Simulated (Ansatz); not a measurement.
**C3H5B: taking an electron away**

How much energy removes an electron from C3H5B at fixed geometry? The cation is run at each level and the neutral's energy taken from earlier runs.

Program: Ansatz 0.2.0, Gaussian basis. Level of theory: unrestricted cation, the program's frozen cores in correlated methods. These are calculated values, not measurements.

Plan: UKS PBE-D4/def2-TZVPP; UKS r2SCAN-D4/def2-TZVPP; UKS PBE0-D4/def2-TZVPP; UKS B3LYP-D4/def2-TZVPP; UKS wB97X-V/def2-TZVPP; UKS wB97M-V/def2-TZVPP; UKS B2PLYP/def2-TZVPP; UHF-CCSD(T)/def2-TZVPP; UHF-MP2/def2-QZVPP; extrapolation to the limit; then −ε(HOMO) from the neutral's earlier runs with LDA (SPW92), PBE-D4, revPBE-D4, BLYP-D4, r2SCAN-D4, B97M-V, PBE0-D4, B3LYP-D4, r2SCANh-D4, r2SCAN0-D4, HSE06-D4, BHLYP-D4, CAM-B3LYP-D4, LC-ωPBE, ωB97X-V, ωB97M-V.

**1. Structure used throughout**

The geometry comes from an earlier relaxation with PBE0-D4 in a triple-zeta def2 set; it is a stationary point, not always the lowest conformer.

SMILES `BC1=CC1`, 9 atoms, charge 0, spin multiplicity 1.

Atoms are counted from 1 here; the program's logs count them from 0.

Bond lengths: B1–C2 1.484 Å, B1–H5 1.195 Å, B1–H6 1.195 Å, C2–C3 1.283 Å, C2–C4 1.638 Å, C3–C4 1.497 Å, C3–H7 1.073 Å, C4–H8 1.087 Å, C4–H9 1.087 Å. Angles: C2–B1–H5 118.9°, C2–B1–H6 118.9°, H5–B1–H6 121.3°, B1–C2–C3 136.6°, B1–C2–C4 76.4°, C3–C2–C4 60.2°, C2–C3–C4 71.7°, C2–C3–H7 147.5°, C4–C3–H7 140.8°, C2–C4–C3 48.1°, C2–C4–H8 119.5°, C2–C4–H9 119.6°, C3–C4–H8 117.5°, C3–C4–H9 117.5°, H8–C4–H9 116.8°.

**2. Cation, UKS PBE-D4/def2-TZVPP**

File in.yaml:

```yaml
crystal:
  periodic: [false, false, false]
  atoms:
    - {symbol: B, position_ang: [-0.589797, 0.992045, -0.562771]}
    - {symbol: C, position_ang: [0.742728, 0.339053, -0.535385]}
    - {symbol: C, position_ang: [1.276595, -0.666558, 0.055855]}
    - {symbol: C, position_ang: [-0.151665, -0.566915, 0.494728]}
    - {symbol: H, position_ang: [-1.360472, 0.695916, -1.427019]}
    - {symbol: H, position_ang: [-0.789056, 1.928297, 0.152964]}
    - {symbol: H, position_ang: [2.153310, -1.266375, 0.206586]}
    - {symbol: H, position_ang: [-0.850600, -1.298442, 0.096883]}
    - {symbol: H, position_ang: [-0.342644, -0.203121, 1.501260]}
basis:
  gaussian: {orbitals: def2-TZVPP}
total_charge: 1
magnetization: {spin_polarized: true, initial_magnetization: 1}
hamiltonian: {xc: pbe, dispersion: d4}
```

On the command line:

```sh
ansatz run in.yaml --threads 2 --pin off --events-out ev --progress --plain --max-ram 4352MiB
```

The runs that follow: Cation, UKS r2SCAN-D4/def2-TZVPP; Cation, UKS PBE0-D4/def2-TZVPP; Cation, UKS B3LYP-D4/def2-TZVPP; Cation, UKS wB97X-V/def2-TZVPP; Cation, UKS wB97M-V/def2-TZVPP; Cation, UKS B2PLYP (frozen core)/def2-TZVPP; Cation, UHF-CCSD(T)/def2-TZVPP; Cation, UHF-MP2/def2-QZVPP.

**Question.** What will the summary of the whole plan be? Wanted: ionisation energy, CCSD(T)/CBS; nearest functional by difference; nearest −ε(HOMO); −ε(HOMO) of PBE; T1 of the cation.

**Answer**, as computed:

```
                        quantity               value
  ionisation energy, CCSD(T)/CBS            10.47 eV
nearest functional by difference   B2PLYP (-0.27 eV)
                nearest −ε(HOMO)  LC-ωPBE (+0.11 eV)
                 −ε(HOMO) of PBE             6.65 eV
                T1 of the cation               0.028
```

**Reading.** By cation minus neutral, the functionals miss by 0.56 eV at most. −ε(HOMO) of PBE misses by 3.8 eV, since self-interaction lifts the level. Among orbital estimates LC-ωPBE comes nearest. Hartree-Fock falls 1.43 eV short, as the neutral has more correlation energy than the cation. The cation may have settled in a state other than its lowest; no search over hole states beyond the program's own was made.
